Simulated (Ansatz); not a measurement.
# C2H9NSSi2: the cost of one run

Method: RKS B3LYP-D4/STO-3G, in Ansatz 0.2.0.

## Step 1: The structure to begin with

Bond lengths: N1–C2 1.246 Å, C2–Si3 1.884 Å, C2–C4 1.519 Å, C4–Si5 1.822 Å, C4–S6 1.892 Å, N1–H7 1.068 Å, Si3–H8 1.440 Å, Si3–H9 1.515 Å, Si3–H10 1.525 Å, C4–H11 1.114 Å, Si5–H12 1.468 Å, Si5–H13 1.457 Å, Si5–H14 1.470 Å, S6–H15 1.317 Å. Angles (14 of 23 angles, heavy atoms first): N1–C2–Si3 121.4°, N1–C2–C4 121.6°, Si3–C2–C4 116.7°, C2–C4–Si5 118.0°, C2–C4–S6 105.1°, Si5–C4–S6 108.4°, C2–N1–H7 113.7°, C2–Si3–H8 113.3°, C2–Si3–H9 112.5°, C2–Si3–H10 110.5°, C2–C4–H11 108.9°, Si5–C4–H11 112.7°, S6–C4–H11 102.3°, C4–Si5–H12 111.6°.

Coordinates:

```xyz
15

N    -0.8062    1.5086   -0.4992
C    -0.4430    0.5766    0.2432
Si    0.0277    0.8797    2.0416
C    -0.2281   -0.8290   -0.2897
Si    1.1191   -1.0946   -1.4870
S    -1.8640   -1.2958   -1.1183
H    -0.8629    2.4532   -0.0046
H    -0.8108    0.1742    2.9754
H     0.0092    2.3498    2.4052
H     1.4473    0.3935    2.3125
H    -0.1865   -1.5372    0.5691
H     1.3056   -2.5197   -1.7848
H     2.3311   -0.6274   -0.8278
H     0.9427   -0.3130   -2.7197
H    -2.0033   -0.1696   -1.7867
```

## Step 2: Relaxing end A

input.yaml reads:

```yaml
crystal:
  periodic: [false, false, false]
  atoms:
    - { symbol: "N", position_ang: [-0.8062, 1.5086, -0.4992] }
    - { symbol: C, position_ang: [-0.443, 0.5766, 0.2432] }
    - { symbol: Si, position_ang: [0.0277, 0.8797, 2.0416] }
    - { symbol: C, position_ang: [-0.2281, -0.829, -0.2897] }
    - { symbol: Si, position_ang: [1.1191, -1.0946, -1.487] }
    - { symbol: S, position_ang: [-1.864, -1.2958, -1.1183] }
    - { symbol: H, position_ang: [-0.8629, 2.4532, -0.0046] }
    - { symbol: H, position_ang: [-0.8108, 0.1742, 2.9754] }
    - { symbol: H, position_ang: [0.0092, 2.3498, 2.4052] }
    - { symbol: H, position_ang: [1.4473, 0.3935, 2.3125] }
    - { symbol: H, position_ang: [-0.1865, -1.5372, 0.5691] }
    - { symbol: H, position_ang: [1.3056, -2.5197, -1.7848] }
    - { symbol: H, position_ang: [2.3311, -0.6274, -0.8278] }
    - { symbol: H, position_ang: [0.9427, -0.313, -2.7197] }
    - { symbol: H, position_ang: [-2.0033, -0.1696, -1.7867] }
basis:
  gaussian: { orbitals: STO-3G }
hamiltonian:
  xc: b3lyp
  dispersion: d4
relax:
  f_tol: 0.02
  max_steps: 50
```

Launch:

```console
> ansatz run input.yaml --threads 1 --pin off --max-ram 2048MiB --backend cpu --events-out ev --progress --plain --runs-dir out
```

Q: Estimate wall time and peak memory on 1 thread of Intel Xeon at 2.70GHz, shared host.

About 4.9 min, with a peak of 0.17 GiB.
